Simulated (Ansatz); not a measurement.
Geometry optimisation, DFT PBE, scalar-relativistic, plane waves, PAW (Ansatz).

input.yaml

```yaml
crystal:
  lattice:
    - [0.0, 4.216, 4.216]
    - [4.216, 0.0, 4.216]
    - [4.216, 4.216, 0.0]
  atoms:
    - { symbol: Mg, position: [0.0, 0.0, 0.0] }
    - { symbol: O, position: [0.25, 0.25, 0.25] }
    - { symbol: Mg, position: [0.0, 0.0, 0.5] }
    - { symbol: O, position: [0.25, 0.25, 0.75] }
    - { symbol: Mg, position: [0.0, 0.5, 0.0] }
    - { symbol: O, position: [0.25, 0.75, 0.25] }
    - { symbol: Mg, position: [0.0, 0.5, 0.5] }
    - { symbol: O, position: [0.25, 0.75, 0.75] }
    - { symbol: Mg, position: [0.5, 0.0, 0.0] }
    - { symbol: O, position: [0.75, 0.25, 0.25] }
    - { symbol: Mg, position: [0.5, 0.0, 0.5] }
    - { symbol: O, position: [0.75, 0.25, 0.75] }
    - { symbol: Mg, position: [0.5, 0.5, 0.0] }
    - { symbol: O, position: [0.75, 0.75, 0.25] }
    - { symbol: Mg, position: [0.5, 0.5, 0.5] }
    - { symbol: O, position: [0.75, 0.75, 0.75] }
    - { symbol: Mg, position: [0.6362704, 0.1200652, 0.1268809] }
basis:
  ecutwfc: 420.0
kpoints:
  mp_grid: { grid: [2, 2, 2] }
hamiltonian:
  xc: pbe
  pseudopotentials: { kind: paw, azcp: { folder: soft_1 } }
scf:
  occupations: { method: gaussian, width: 0.02 }
  lower_state_search: "off"
relax:
  f_tol: 0.03
  max_steps: 60
  adjacent_minimum: "off"
output:
  write_density: true
  write_potential: true
  elf: true
  volumetric_format: npy
```

Launched with:

```bash
$ ansatz run input.yaml --threads 1 --pin off --max-ram 3072MiB --backend cpu --events-out ev --progress --plain --runs-dir out
```

Problem. Where does it end, and by what steps?

Solution. The forces met the threshold. Limits of this set-up: coarse k mesh, a small cell, in which the defect meets its images. After 10 steps the energy has fallen by 6.118 eV; Mg1 moved furthest, 0.37 Å.

| step | energy less start (eV) | largest force component (eV/Å) | accepted |
| --- | --- | --- | --- |
| 0 | 0.0000 | 6.690 | yes |
| 1 | -4.2041 | 3.597 | yes |
| 2 | -6.0101 | 0.544 | yes |
| 3 | -6.0735 | 0.156 | yes |
| 4 | -6.0889 | 0.115 | yes |
| 5 | -6.0990 | 0.131 | yes |
| 6 | -6.1028 | 0.121 | yes |
| 7 | -6.1085 | 0.113 | yes |
| 8 | -6.1141 | 0.159 | yes |
| 9 | -6.1161 | 0.069 | yes |
| 10 | -6.1175 | 0.024 | yes |

```xyz
17
Lattice="0.0000 4.2160 4.2160 4.2160 0.0000 4.2160 4.2160 4.2160 0.0000" Properties=species:S:1:pos:R:3
Mg -0.214 0.213 0.215
O 2.087 2.082 2.129
Mg 2.103 2.087 -0.003
O 4.281 4.150 2.175
Mg 2.093 -0.017 2.124
O 4.272 2.171 4.162
Mg 4.220 2.087 2.114
O 6.258 4.149 4.152
Mg -0.163 1.964 1.948
O 2.200 4.195 4.302
Mg 2.314 4.424 1.903
O 4.233 6.289 4.199
Mg 2.268 1.963 4.379
O 4.131 4.195 6.233
Mg 4.234 4.197 4.199
O 6.267 6.387 6.382
Mg 1.048 3.272 3.169
```

Time of the run: 46 s on 1 thread of Arm Neoverse V2 (shared host), peak memory 0.41 GiB.
